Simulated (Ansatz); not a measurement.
# The bromine atom (doublet): the correlation ladder, def2-SVP

Aim: climb from Hartree-Fock through coupled cluster and multireference methods for the bromine atom (doublet) at one geometry and basis, and see what each rung misses.

Method: def2-SVP, core rule «outside noble gas», up to 14 orbitals frozen; program: Ansatz 0.2.0, Gaussian basis.

The runs, in order: UHF; CCSD(T) on ROHF; CCSD(T) on UHF; BCCD(T) on ROHF; CISD; CCSDT(Q) on ROHF; CCSDT(Q) on UHF; CISDTQ; CCSDTQ on ROHF; CCSDTQ on UHF; CASSCF and MRCISD+Q, 7 electrons in 4 orbitals; CASSCF and MRCISD+Q(relaxed), 7 electrons in 4 orbitals; CASSCF and NEVPT4(SD), 7 electrons in 4 orbitals; CASSCF and NEVPT2, 7 electrons in 4 orbitals.

## (1) The atom

A free atom, in its lowest state of this spin that the program finds. No spin-orbit coupling is included. The filled d shell of Br may be among the frozen orbitals whatever the setting's name suggests; the logs give the count.

1 atom, charge 0, spin multiplicity 2.

## (2) UHF

The input, in.yaml:

```yaml
crystal:
  periodic: [false, false, false]
  atoms:
    - {symbol: Br, position_ang: [0.000000, 0.000000, 0.000000]}
basis:
  gaussian: {orbitals: def2-SVP}
magnetization: {spin_polarized: true, initial_magnetization: 1}
hamiltonian: {xc: hf}
output: {orbitals: {seedname: orbitals}}
```

The run is started by

```console
ansatz run in.yaml --threads 1 --pin off --events-out ev --progress --plain --max-ram 2393MiB
```

The runs that follow: CCSD(T) on ROHF; CCSD(T) on UHF; BCCD(T) on ROHF; CISD; CCSDT(Q) on ROHF; CCSDT(Q) on UHF; CISDTQ; CCSDTQ on ROHF; CCSDTQ on UHF; CASSCF and MRCISD+Q, 7 electrons in 4 orbitals; CASSCF and MRCISD+Q(relaxed), 7 electrons in 4 orbitals; CASSCF and NEVPT4(SD), 7 electrons in 4 orbitals; CASSCF and NEVPT2, 7 electrons in 4 orbitals.

Before running them: what should the planned runs give, taken together? Wanted: UCCSDTQ below the RHF energy; RMP2 from UCCSDTQ; UMP2 from UCCSDTQ; RCCSD from UCCSDTQ; RCCSD(T) from UCCSDTQ; UCCSD(T) from UCCSDTQ; RCCSDT(Q) from UCCSDTQ; UCCSDT(Q) from UCCSDTQ; NEVPT2 valence from UCCSDTQ.

**Answer**, as computed:

| quantity | value |
| --- | --- |
| UCCSDTQ below the RHF energy | -3.1985 eV |
| RMP2 from UCCSDTQ | +9.98 kcal/mol |
| UMP2 from UCCSDTQ | +10.32 kcal/mol |
| RCCSD from UCCSDTQ | +1.15 kcal/mol |
| RCCSD(T) from UCCSDTQ | +0.27 kcal/mol |
| UCCSD(T) from UCCSDTQ | +0.21 kcal/mol |
| RCCSDT(Q) from UCCSDTQ | +0.06 kcal/mol |
| UCCSDT(Q) from UCCSDTQ | +0.01 kcal/mol |
| NEVPT2 valence from UCCSDTQ | +17.51 kcal/mol |
| NEVPT4(SD) valence from UCCSDTQ | +1.30 kcal/mol |
| MRCISD+Q valence from UCCSDTQ | -0.27 kcal/mol |
| levels within 1 kcal/mol (43 meV) | RCCSD(T), UCCSD(T), BCCD(T), RCCSDT, UCCSDT, CISDTQ, RCCSDT(Q), UCCSDT(Q), RCCSDTQ, MRCISD+Q valence, MRCISD+Q(relaxed) valence |
| T1 diagnostic | 0.011 |
| effectively unpaired electrons | 1.00 |

RCCSD(T) misses by +0.27 kcal/mol, 0.4 % of the correlation energy. One determinant dominates. Of the multireference levels listed MRCISD+Q valence comes nearest in total energy (-0.27 kcal/mol), which doesn't show that its space is the better one. These misses are within one basis, not against nature; the frozen cores of restricted and unrestricted runs differ, which can shift their rows.
